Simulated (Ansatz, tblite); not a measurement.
**[(RSn)12O14(OH)6]2+, R = F (F12H6O20Sn12 (+2)): a ladder of methods and basis sets**

The task here is to estimate one member of a computed series from the others.

Program: Ansatz 0.2.0, Gaussian basis. Level of theory: as each input shows. These are calculated values, not measurements.

The runs, in order: GFN1-xTB, GFN2-xTB, PBE-D4/def2-SVP, r2SCAN-D4/def2-SVP, LDA/def2-SVP, PBE0-D4/def2-TZVP, PBE-D4/def2-TZVP, MP2/def2-SVP.

2 further runs of the same task are left out: 2 for a known fault of the program.

**The structure**

The singlet was relaxed beforehand with r2SCAN-D4/def2-SVP.

50 atoms, charge 2, spin multiplicity 1.

Bond lengths: Sn1–O13 2.107 Å, Sn1–O14 2.106 Å, Sn1–O15 2.106 Å, Sn1–O27 2.101 Å, Sn1–O28 2.100 Å, Sn1–F33 1.909 Å, Sn2–O13 2.107 Å, Sn2–O16 2.106 Å, Sn2–O17 2.106 Å, Sn2–O27 2.100 Å, Sn2–O29 2.100 Å, Sn2–F34 1.909 Å, Sn3–O13 2.107 Å, Sn3–O18 2.106 Å, Sn3–O19 2.106 Å, Sn3–O28 2.100 Å, Sn3–O29 2.101 Å, Sn3–F35 1.909 Å and more. Angles: O13–Sn1–O14 88.4°, O13–Sn1–O15 88.4°, O13–Sn1–O27 75.8°, O13–Sn1–O28 75.8°, O13–Sn1–F33 168.8°, O14–Sn1–O15 76.4°, O14–Sn1–O27 159.9°, O14–Sn1–O28 90.7°, O14–Sn1–F33 100.4°, O15–Sn1–O27 90.7°, O15–Sn1–O28 159.9°, O15–Sn1–F33 100.4°, O27–Sn1–O28 97.0°, O27–Sn1–F33 97.0°, O28–Sn1–F33 97.0°, O13–Sn2–O16 88.4°, O13–Sn2–O17 88.4°, O13–Sn2–O27 75.8° and more.

Sn takes a core potential in the def2 sets. No spin-orbit coupling is included. The ion is computed in the gas phase, without counter-ions or solvent.

PBE0-D4/def2-SVP was run before; its log isn't repeated, and its numbers join the tables.

Set-up of the first run:

Tight binding, by tblite at 300 K electronic temperature and without a spin-polarisation term:

```python
tblite.interface.Calculator('GFN1-xTB', numbers, positions, charge=2, uhf=0).singlepoint()
```

Tight binding, by tblite at 300 K electronic temperature and without a spin-polarisation term:

```python
tblite.interface.Calculator('GFN2-xTB', numbers, positions, charge=2, uhf=0).singlepoint()
```

start.molden holds the orbitals of an earlier run on this state, given as this run's starting guess.

The input, in.yaml:

```yaml
crystal:
  periodic: [false, false, false]
  atoms:
    - {symbol: Sn, position_ang: [0.178526, 1.835995, 2.863344]}
    - {symbol: Sn, position_ang: [1.836854, 2.862610, 0.178579]}
    - {symbol: Sn, position_ang: [2.862490, 0.177213, 1.836415]}
    - {symbol: Sn, position_ang: [0.221766, 1.937916, -2.551463]}
    - {symbol: Sn, position_ang: [1.937032, -2.552187, 0.220725]}
    - {symbol: Sn, position_ang: [-2.551564, 0.221725, 1.938002]}
    - {symbol: Sn, position_ang: [-0.221824, -1.937916, 2.551484]}
    - {symbol: Sn, position_ang: [-1.937081, 2.552178, -0.220663]}
    - {symbol: Sn, position_ang: [2.551537, -0.221725, -1.937943]}
    - {symbol: Sn, position_ang: [-0.178527, -1.835994, -2.863370]}
    - {symbol: Sn, position_ang: [-1.836860, -2.862617, -0.178590]}
    - {symbol: Sn, position_ang: [-2.862484, -0.177200, -1.836413]}
    - {symbol: O, position_ang: [1.119444, 1.119327, 1.119519]}
    - {symbol: O, position_ang: [-0.780439, -0.030152, 3.040464]}
    - {symbol: O, position_ang: [-1.585646, 2.077622, 1.739376]}
    - {symbol: O, position_ang: [-0.029531, 3.040745, -0.780156]}
    - {symbol: O, position_ang: [2.077383, 1.738446, -1.585868]}
    - {symbol: O, position_ang: [1.738142, -1.586669, 2.076739]}
    - {symbol: O, position_ang: [3.039734, -0.780977, -0.030345]}
    - {symbol: O, position_ang: [-1.738231, 1.586676, -2.076750]}
    - {symbol: O, position_ang: [0.780447, 0.030145, -3.040430]}
    - {symbol: O, position_ang: [0.029462, -3.040795, 0.780148]}
    - {symbol: O, position_ang: [1.585667, -2.077632, -1.739323]}
    - {symbol: O, position_ang: [-2.077397, -1.738415, 1.585878]}
    - {symbol: O, position_ang: [-3.039684, 0.780951, 0.030384]}
    - {symbol: O, position_ang: [-1.119407, -1.119344, -1.119556]}
    - {symbol: O, position_ang: [1.008237, 3.552347, 1.981178]}
    - {symbol: O, position_ang: [1.980516, 1.006159, 3.552794]}
    - {symbol: O, position_ang: [3.552880, 1.979673, 1.007694]}
    - {symbol: O, position_ang: [-1.008298, -3.552355, -1.981228]}
    - {symbol: O, position_ang: [-1.980495, -1.006148, -3.552804]}
    - {symbol: O, position_ang: [-3.552846, -1.979644, -1.007657]}
    - {symbol: F, position_ang: [-0.347849, 2.650355, 4.507404]}
    - {symbol: F, position_ang: [2.650776, 4.506189, -0.349965]}
    - {symbol: F, position_ang: [4.506866, -0.350000, 2.649626]}
    - {symbol: F, position_ang: [0.336921, 3.065275, -4.071684]}
    - {symbol: F, position_ang: [3.065038, -4.071988, 0.335236]}
    - {symbol: F, position_ang: [-4.071725, 0.338017, 3.065326]}
    - {symbol: F, position_ang: [-0.337064, -3.065327, 4.071667]}
    - {symbol: F, position_ang: [-3.065151, 4.071937, -0.335051]}
    - {symbol: F, position_ang: [4.071723, -0.337845, -3.065247]}
    - {symbol: F, position_ang: [0.347949, -2.650315, -4.507417]}
    - {symbol: F, position_ang: [-2.650837, -4.506169, 0.349966]}
    - {symbol: F, position_ang: [-4.506865, 0.349934, -2.649666]}
    - {symbol: H, position_ang: [1.035779, 4.456546, 2.343931]}
    - {symbol: H, position_ang: [2.343426, 1.033696, 4.456949]}
    - {symbol: H, position_ang: [4.457329, 2.341818, 1.034809]}
    - {symbol: H, position_ang: [-1.035598, -4.456604, -2.343863]}
    - {symbol: H, position_ang: [-2.343291, -1.033471, -4.457004]}
    - {symbol: H, position_ang: [-4.457208, -2.342025, -1.035202]}
basis:
  gaussian: {orbitals: def2-SVP, fitting: {mean_field: def2-universal-jkfit}, initial_orbitals: start.molden}
total_charge: 2
hamiltonian: {xc: pbe, dispersion: d4}
scf: {omitted_lower_state_checks: [starts]}
output: {orbitals: {seedname: orbitals}}
```

Command:

```sh
> ansatz run in.yaml --threads 11 --pin off --events-out ev --progress --plain --max-ram 174080MiB --backend cuda --devices 0, --max-vram 75GiB
```

Steps of the session up to this table: PBE-D4/def2-SVP; r2SCAN-D4/def2-SVP; LDA/def2-SVP; PBE0-D4/def2-TZVP; PBE-D4/def2-TZVP; MP2/def2-SVP.

One of the session's tables, all rows but one given; the rest of the session is left out.

| level | HOMO (eV) | LUMO (eV) | gap (eV) |
| --- | --- | --- | --- |
| LDA/def2-SVP | -14.62 | -11.75 | 2.87 |
| PBE-D4/def2-SVP | -14.39 | -11.40 | 2.99 |
| PBE-D4/def2-TZVP | -14.49 | -11.50 | 2.99 |
| r2SCAN-D4/def2-SVP | -14.99 | -11.39 | 3.60 |
| PBE0-D4/def2-SVP | ? | ? | ? |
| PBE0-D4/def2-TZVP | -16.32 | -10.80 | 5.52 |

**Question.** Estimate the row for PBE0-D4/def2-SVP.

The run gave: HOMO (eV): -16.37; LUMO (eV): -10.79; gap (eV): 5.58. In the column «HOMO (eV)» it is the lowest.
